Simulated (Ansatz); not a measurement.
# AlCl3H4O2: the cost of one run

Method: UKS B3LYP-D4/STO-3G, in Ansatz 0.2.0.

**1. Starting point**

Bond lengths: Al1–Cl2 2.603 Å, Al1–Cl3 2.018 Å, Al1–Cl4 2.024 Å, Al1–O6 2.180 Å, O6–H9 0.954 Å, O8–H10 0.959 Å. Angles: Cl2–Al1–Cl3 107.1°, Cl2–Al1–Cl4 104.4°, Cl2–Al1–O6 88.6°, Cl3–Al1–Cl4 134.9°, Cl3–Al1–O6 105.5°, Cl4–Al1–O6 106.8°, Al1–O6–H9 116.2°.

As a file:

```xyz
10

Al    0.2138   -1.7473    0.0907
Cl   -1.8975   -0.4345    0.8614
Cl   -0.2698   -2.6942   -1.6243
Cl    1.1257   -2.2912    1.8136
H     0.3744    1.1653   -0.2749
O     1.1019    0.1469   -0.5208
H    -1.2062    1.1424    0.5348
O    -0.4783    2.0586    0.0445
H     1.9635    0.3431   -0.1609
H    -0.9275    2.3109   -0.7641
```

**2. Run 1**

150 steps of 0.5 fs at constant energy, with velocities drawn for 100 K.

Input file input.yaml:

```yaml
crystal:
  periodic: [false, false, false]
  atoms:
    - { symbol: Al, position_ang: [0.2138, -1.7473, 0.0907] }
    - { symbol: Cl, position_ang: [-1.8975, -0.4345, 0.8614] }
    - { symbol: Cl, position_ang: [-0.2698, -2.6942, -1.6243] }
    - { symbol: Cl, position_ang: [1.1257, -2.2912, 1.8136] }
    - { symbol: H, position_ang: [0.3744, 1.1653, -0.2749] }
    - { symbol: O, position_ang: [1.1019, 0.1469, -0.5208] }
    - { symbol: H, position_ang: [-1.2062, 1.1424, 0.5348] }
    - { symbol: O, position_ang: [-0.4783, 2.0586, 0.0445] }
    - { symbol: H, position_ang: [1.9635, 0.3431, -0.1609] }
    - { symbol: H, position_ang: [-0.9275, 2.3109, -0.7641] }
magnetization:
  spin_polarized: true
basis:
  gaussian: { orbitals: STO-3G }
hamiltonian:
  xc: b3lyp
  dispersion: d4
md:
  timestep: 0.5
  n_steps: 150
  ensemble: nve
  temperature: 100.0
  initial_velocities: maxwell_boltzmann
  seed: 703916
```

On the command line:

```sh
ansatz run input.yaml --threads 1 --pin off --max-ram 2048MiB --backend cpu --events-out ev --progress --plain --runs-dir out
```

Q: Estimate wall time and peak memory on 1 thread of Intel Xeon Platinum 8259CL at 2.50GHz (Skylake/Cascade Lake), shared host.

About 14 min, with a peak of 0.23 GiB.
